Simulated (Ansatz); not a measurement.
## Li2Si, space group R-3m: an SCF with error handling

Run with Ansatz 0.2.0, Python API.

Script `li2si_robust.py`:
```python
"""Refuse a result for Li2Si that has doubts or was not closed by its thresholds."""

import warnings

import ansatz as az
from ase import Atoms

atoms = Atoms(
    ["Li", "Li", "Li", "Li", "Si", "Si"],
    scaled_positions=[
        (0.35900134, 0.35900134, 0.35900134),
        (0.64099866, 0.64099866, 0.64099866),
        (0.79495245, 0.79495245, 0.79495245),
        (0.20504755, 0.20504755, 0.20504755),
        (0.06146664, 0.06146664, 0.06146664),
        (0.93853336, 0.93853336, 0.93853336),
    ],
    cell=[
        (2.17096949, 1.25340982, 6.132429),
        (-2.17096949, 1.25340982, 6.132429),
        (0.0, -2.50681964, 6.132429),
    ],
    pbc=True,
)
structure = az.Crystal.from_ase(atoms)

model = structure.calculation()
model = model.functional("PBEsol")
model = model.kpoints(mesh=(6, 6, 6)).occupations(az.OccupationsMethod.COLD, width=0.1)

with warnings.catch_warnings(record=True) as caught:
    warnings.simplefilter("always")
    res = model.forces().stress().run()
for item in caught:
    if issubclass(item.category, (az.RunWarning, az.DeckWarning)):
        print(item.category.__name__, "-", str(item.message)[:120])
report = res.report
doubts = report["published_state_doubts"]
if doubts or report.get("closed_by") != "deck_thresholds":
    print("rejected:", doubts, report.get("closed_by"))
else:
    print(f"accepted: F = {report['free_energy_ev']:.5f} eV")
```

```console
$ python li2si_robust.py
DeckWarning - basis.ecutwfc = 420 eV, auto-derived from the records' recommended cutoffs: set by Li (normal level)
accepted: F = -2056.30949 eV
```

Caveats:
- Total energies depend on the potentials; only differences at equal settings carry meaning. A total without «per atom» is that of the cell as typed.
- For a metal this k-point mesh is coarse: on a finer one energies can move by several to tens of meV an atom and pressures by half a GPa or more, differences at one mesh by less.
- This cell is a computed structure, which may not be the phase found in nature.
- It ran for 2.8 s on 1 thread of Arm Neoverse V2, with other jobs on the host, peak memory 0.42 GiB.
